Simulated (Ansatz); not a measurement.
# WSe2: the cost of one run

Program: Ansatz 0.2.0. Level of theory: DFT PBEsol, scalar-relativistic, plane waves, PAW. These are calculated values, not measurements.

1 further run of the same task is left out (set aside as unsound or not needed). Runs told in other sessions of the task aren't counted.

## (1) The structure to begin with

Symmetry: P-6m2, No. 187, hexagonal system. The conventional cell has a = 3.271 Å, b = 3.271 Å, c = 29.185 Å, α = 90.00°, β = 90.00°, γ = 120.00°. W (site symmetry -6m2) is surrounded by 6 Se at 2.52 Å. W (site symmetry 3m) has 6 Se at 2.52 Å in its first shell of neighbours. Se (site symmetry 3m) is surrounded by 3 W at 2.52 Å.

As a file:

```
W Se
1.0
     3.27090    0.00000    0.00000
    -1.63545    2.83268    0.00000
     0.00000    0.00000   29.18475
W Se
3 6
Direct
  0.66667 0.33333 0.00000
  0.33333 0.66667 0.77346
  0.33333 0.66667 0.22654
  0.33333 0.66667 0.05737
  0.66667 0.33333 0.83084
  0.66667 0.33333 0.28383
  0.33333 0.66667 0.94263
  0.66667 0.33333 0.71617
  0.66667 0.33333 0.16916
```

It goes back to an entry of the Materials Project, which need not be the stable form.

It is the result of an earlier relaxation at this level (volume 30.05 Å³/atom; gap on the mesh: 1.25 eV).

## (2) The undisturbed cell

Input file input.yaml:

```yaml
crystal:
  lattice:
    - [3.2709028599, 0.0, 0.0]
    - [-1.6354514299, 2.83268497, 0.0]
    - [0.0, 0.0, 29.1847504091]
  atoms:
    - { symbol: W, position: [0.6666666667, 0.3333333333, 0.0] }
    - { symbol: W, position: [0.3333333333, 0.6666666667, 0.7734641576] }
    - { symbol: W, position: [0.3333333333, 0.6666666667, 0.2265358424] }
    - { symbol: Se, position: [0.3333333333, 0.6666666667, 0.0573689705] }
    - { symbol: Se, position: [0.6666666667, 0.3333333333, 0.830840305] }
    - { symbol: Se, position: [0.6666666667, 0.3333333333, 0.2838341585] }
    - { symbol: Se, position: [0.3333333333, 0.6666666667, 0.9426310295] }
    - { symbol: Se, position: [0.6666666667, 0.3333333333, 0.7161658415] }
    - { symbol: Se, position: [0.6666666667, 0.3333333333, 0.169159695] }
basis:
  ecutwfc: 420
kpoints:
  mp_grid: { grid: [12, 12, 1] }
hamiltonian:
  xc: pbesol
scf:
  occupations: { method: gaussian, width: 0.05 }
output:
  forces: true
  stress: true
  eigenvalues: true
```

Launch:

```sh
$ ansatz run input.yaml --threads 2 --pin off --max-ram 5120MiB --backend cpu --events-out ev --progress --plain --runs-dir out
```

Q: Estimate wall time and peak memory on 2 threads of Arm Neoverse V2, shared host.

About 19 s, with a peak of 0.71 GiB.
